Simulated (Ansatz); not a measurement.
# VN4H7: up Jacob's ladder to CCSD(T)

An exercise on one series of results from a longer session: the logs are not shown, and one member is left open.

The runs use Ansatz 0.2.0, Gaussian basis; functionals in def2-TZVPP, the program's frozen cores in correlated methods.

Plan: LDA (SPW92), PBE-D4, revPBE-D4, BLYP-D4, r2SCAN-D4, B97M-V, PBE0-D4, B3LYP-D4, r2SCANh-D4, r2SCAN0-D4, HSE06-D4, BHLYP-D4, CAM-B3LYP-D4, LC-ωPBE, ωB97X-V, ωB97M-V, B2PLYP, PBE-QIDH; CCSD(T)/def2-SVP; CCSD(T)/def2-TZVPP; MP2/def2-QZVPP; extrapolation to the limit; RPA on PBE.

## The geometry

All runs share one geometry, relaxed beforehand with PBE0-D4 in a triple-zeta def2 set.

12 atoms, charge 0, spin multiplicity 1.

Atoms are counted from 1 here; the program's logs count them from 0.

Bond lengths: N1–V2 1.624 Å, N1–H6 1.012 Å, V2–N3 1.835 Å, V2–N4 1.861 Å, V2–N5 1.835 Å, N3–H7 1.007 Å, N3–H8 1.011 Å, N4–H9 1.011 Å, N4–H10 1.011 Å, N5–H11 1.007 Å, N5–H12 1.011 Å. Angles: V2–N1–H6 155.7°, N1–V2–N3 106.3°, N1–V2–N4 116.5°, N1–V2–N5 106.3°, N3–V2–N4 105.5°, N3–V2–N5 117.2°, N4–V2–N5 105.5°, V2–N3–H7 125.9°, V2–N3–H8 121.7°, H7–N3–H8 111.3°, V2–N4–H9 121.0°, V2–N4–H10 121.1°, H9–N4–H10 110.1°, V2–N5–H11 125.8°, V2–N5–H12 121.7°, H11–N5–H12 111.3°.

Geometry (Å):

| atom | x (Å) | y (Å) | z (Å) |
| --- | --- | --- | --- |
| N1 | -1.5843 | 0.1520 | 0.8375 |
| V2 | -0.1531 | -0.0200 | 0.0903 |
| N3 | 1.0005 | -0.7107 | 1.3389 |
| N4 | 0.6560 | 1.5382 | -0.5256 |
| N5 | -0.4710 | -1.0315 | -1.4073 |
| H6 | -2.3782 | 0.6624 | 1.2039 |
| H7 | 0.7505 | -1.0277 | 2.2619 |
| H8 | 1.9399 | -0.9942 | 1.0946 |
| H9 | 0.3034 | 2.0211 | -1.3406 |
| H10 | 1.0719 | 2.1993 | 0.1161 |
| H11 | -1.3418 | -1.4804 | -1.6419 |
| H12 | 0.2830 | -1.3637 | -1.9936 |

Set-up of the first run:

in.yaml reads:

```yaml
crystal:
  periodic: [false, false, false]
  atoms:
    - {symbol: N, position_ang: [-1.584334, 0.152011, 0.837503]}
    - {symbol: V, position_ang: [-0.153133, -0.020035, 0.090262]}
    - {symbol: N, position_ang: [1.000464, -0.710738, 1.338887]}
    - {symbol: N, position_ang: [0.656010, 1.538244, -0.525593]}
    - {symbol: N, position_ang: [-0.470959, -1.031461, -1.407320]}
    - {symbol: H, position_ang: [-2.378176, 0.662410, 1.203919]}
    - {symbol: H, position_ang: [0.750545, -1.027734, 2.261854]}
    - {symbol: H, position_ang: [1.939851, -0.994246, 1.094587]}
    - {symbol: H, position_ang: [0.303437, 2.021101, -1.340592]}
    - {symbol: H, position_ang: [1.071919, 2.199314, 0.116066]}
    - {symbol: H, position_ang: [-1.341765, -1.480390, -1.641893]}
    - {symbol: H, position_ang: [0.283039, -1.363676, -1.993579]}
basis:
  gaussian: {orbitals: def2-TZVPP}
hamiltonian: {xc: lda}
output: {orbitals: {seedname: orbitals}}
```

The run is started by

```bash
$ ansatz run in.yaml --threads 2 --pin off --events-out ev --progress --plain --max-ram 32768MiB --backend cpu
```

Steps of the session up to this table: LDA; PBE-D4 (GGA); revPBE-D4 (GGA); BLYP-D4 (GGA); r2SCAN-D4 (meta-GGA); B97M-V (meta-GGA); B3LYP-D4 (hybrid); r2SCANh-D4 (hybrid); r2SCAN0-D4 (hybrid); HSE06-D4 (hybrid); BHLYP-D4 (hybrid); CAM-B3LYP-D4 (range-separated); LC-ωPBE (range-separated); ωB97X-V (range-separated); ωB97M-V (range-separated); B2PLYP (double hybrid); PBE-QIDH (double hybrid).

One table of the session follows, with a row left open; its other results are not shown here.

It belongs to the step «Frontier levels by functional». 

| functional | HOMO (eV) | gap (eV) |
| --- | --- | --- |
| LDA (SPW92) | -5.72 | 3.25 |
| PBE-D4 | -5.54 | 3.28 |
| revPBE-D4 | -5.47 | 3.28 |
| BLYP-D4 | -5.42 | 3.25 |
| r2SCAN-D4 | -5.82 | 3.59 |
| B97M-V | -5.90 | 3.64 |
| PBE0-D4 | -6.90 | 5.57 |
| B3LYP-D4 | -6.67 | 5.06 |
| r2SCANh-D4 | -6.33 | 4.47 |
| r2SCAN0-D4 | -7.11 | 5.80 |
| HSE06-D4 | -6.49 | 4.78 |
| BHLYP-D4 | -8.20 | 7.93 |
| CAM-B3LYP-D4 | ? | ? |
| LC-ωPBE | -9.68 | 10.63 |
| ωB97X-V | -9.32 | 10.21 |
| ωB97M-V | -9.24 | 10.10 |

**Question.** Estimate the row for CAM-B3LYP-D4.

**Answer.** HOMO (eV): -8.31; gap (eV): 8.09. In the column «HOMO (eV)» it lies between ωB97M-V (-9.24) and BHLYP-D4 (-8.20).
